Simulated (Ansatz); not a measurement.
# P (black phosphorus): the cost of one run

Program: Ansatz 0.2.0. Level of theory: DFT PBE+D3(BJ), scalar-relativistic, plane waves, PAW. These are calculated values, not measurements.

## (1) The starting structure

The structure is orthorhombic, space group Cmce (No. 64). The conventional cell has a = 3.316 Å, b = 10.484 Å, c = 4.379 Å, α = 90.00°, β = 90.00°, γ = 90.00°. P (site symmetry m) is surrounded by 3 P at 2.22 to 2.24 Å.

Structure file:

```cif
data_structure
_symmetry_space_group_name_H-M 'Cmce'
_symmetry_Int_Tables_number 64
_cell_length_a 3.3164
_cell_length_b 10.4840
_cell_length_c 4.3793
_cell_angle_alpha 90.000
_cell_angle_beta 90.000
_cell_angle_gamma 90.000
_cell_volume 152.26
loop_
_atom_site_label
_atom_site_type_symbol
_atom_site_symmetry_multiplicity
_atom_site_Wyckoff_symbol
_atom_site_fract_x
_atom_site_fract_y
_atom_site_fract_z
_atom_site_occupancy
P1 P 8 f 0.50000 0.60162 0.08068 1
```

The structure rests on an entry of the Crystallography Open Database; cell or positions may have been set otherwise for this series.

## (2) Relaxing cell and atoms: P (black phosphorus), no spin

Input file input.yaml:

```yaml
crystal:
  lattice:
    - [1.6582, -5.242, 0.0]
    - [1.6582, 5.242, 0.0]
    - [0.0, 0.0, 4.3793]
  atoms:
    - { symbol: P, position: [0.89838, 0.10162, 0.08068] }
    - { symbol: P, position: [0.60162, 0.39838, 0.58068] }
    - { symbol: P, position: [0.10162, 0.89838, 0.91932] }
    - { symbol: P, position: [0.39838, 0.60162, 0.41932] }
scf:
  occupations: { method: gaussian, width: 0.05 }
output:
  forces: true
  stress: true
  eigenvalues: true
  write_density: true
  write_potential: true
  elf: true
  volumetric_format: npy
hamiltonian:
  xc: pbe
  dispersion: d3bj
kpoints:
  mp_grid: { grid: [12, 12, 10] }
basis:
  ecutwfc: 520
relax:
  f_tol: 0.002
  max_steps: 100
  cell: { stress_tol: 0.01 }
```

Command:

```console
$ ansatz run input.yaml --threads 4 --pin off --max-ram 9216MiB --backend cpu --events-out ev --progress --plain --runs-dir out
```

**Question.** How long does this run take on 4 threads of AMD EPYC 9R45 (Zen 5), shared host, and how much memory does it need?

About 23 s, with a peak of 0.74 GiB.
